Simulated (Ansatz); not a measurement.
# Ga, space group Cmcm: an equation of state with a fit

Program: Ansatz's Python interface.

Run as a notebook:

In [1]:
```python
import ansatz as az
import numpy as np
from scipy.optimize import curve_fit
```

In [2]:
```python
VECTORS = np.array([
    [3.816957, -2.32663, 0.0],
    [3.816957, 2.32663, 0.0],
    [0.0, 0.0, 4.488254],
])
SITES = [
    ("Ga", (0.990315, 0.33445, 0.25)),
    ("Ga", (0.33445, 0.990315, 0.75)),
    ("Ga", (0.009685, 0.66555, 0.75)),
    ("Ga", (0.66555, 0.009685, 0.25)),
]
```

In [3]:
```python
def make_crystal(cell):
    crystal = az.Crystal(lattice=az.Lattice.of(cell))
    for symbol, position in SITES:
        crystal = crystal.atom(symbol, position)
    return crystal
```

In [4]:
```python
def vinet(v, e0, v0, b0, b1):
    eta = (v / v0) ** (1 / 3)
    return e0 + 2 * b0 * v0 / (b1 - 1) ** 2 * (2 - (5 + 3 * b1 * (eta - 1) - 3 * eta) * np.exp(-1.5 * (b1 - 1) * (eta - 1)))
```

In [5]:
```python
# scale the volume, keep shape and fractions
volumes, energies, pressures = [], [], []
for scale in np.linspace(0.9, 1.1, 9):
    cell = VECTORS * scale ** (1 / 3)
    model = (
        make_crystal(cell).calculation()
        .functional("LDA")
        .basis(450)
        .occupations("Fermi-Dirac", width=0.05)
        .scf(tolerance=1e-10)
        .kpoints(6, 6, 5)
        .stress()
    )
    rep = model.run().report
    volumes.append(abs(np.linalg.det(cell)) / len(SITES))
    energies.append(rep["free_energy_ev"] / len(SITES))
    pressures.append(np.trace(rep["stress_gpa"]) / 3)
    print(f"V = {volumes[-1]:8.4f} A^3/atom  F = {energies[-1]:.5f} eV/atom  P = {pressures[-1]:8.3f} GPa")
```
```text
V =  17.9364 A^3/atom  F = -3706.95170 eV/atom  P =    4.644 GPa
V =  18.4346 A^3/atom  F = -3706.96259 eV/atom  P =    2.420 GPa
V =  18.9328 A^3/atom  F = -3706.96709 eV/atom  P =    0.522 GPa
V =  19.4311 A^3/atom  F = -3706.96614 eV/atom  P =   -1.085 GPa
V =  19.9293 A^3/atom  F = -3706.96062 eV/atom  P =   -2.420 GPa
V =  20.4275 A^3/atom  F = -3706.95131 eV/atom  P =   -3.541 GPa
V =  20.9258 A^3/atom  F = -3706.93875 eV/atom  P =   -4.514 GPa
V =  21.4240 A^3/atom  F = -3706.92341 eV/atom  P =   -5.316 GPa
V =  21.9222 A^3/atom  F = -3706.90590 eV/atom  P =   -5.927 GPa
```

In [6]:
```python
guess = (min(energies), volumes[int(np.argmin(energies))], 0.5, 4.5)
(e0, v0, b0, b1), _ = curve_fit(vinet, np.array(volumes), np.array(energies), p0=guess, maxfev=20000)
print(f"Vinet fit: V0 = {v0:.4f} A^3/atom, B0 = {160.21766 * b0:.1f} GPa, B1 = {b1:.2f}")
print("largest residual", round(1000 * float(np.abs(vinet(np.array(volumes), e0, v0, b0, b1) - energies).max()), 3), "meV/atom")
```
```text
Vinet fit: V0 = 19.0871 A^3/atom, B0 = 63.2 GPa, B1 = 5.45
largest residual 0.031 meV/atom
```

A third-order Birch-Murnaghan fit through the 9 points (the script's own form differs a little) has its minimum at 19.09 Å³ an atom, 4.2 % below the typed cell, with a bulk modulus of 63 GPa and dB/dP = 5.5. From that minimum the energy rises by 15.6 meV an atom on the compressed side and 61.4 meV on the expanded side.

What to keep in mind:
- Absolute energies stand on the zero of these potentials, so only differences at equal settings mean something.
- Shape and fractional positions are held along the curve, so the bulk modulus is an upper value where they are free to relax, by a factor of two or more in layered or hydrogen-bonded cells.
- The mesh is modest for a metal, so energies can be off by several to tens of meV an atom and pressures by half a GPa or more; differences at equal mesh fare better.
- Pressure is positive in compression.
- This isn't the structure that Ga takes at ambient conditions.
- Wall time of the script: 92 s on 1 thread of Arm Neoverse N1 (shared host), peak memory 0.48 GiB.
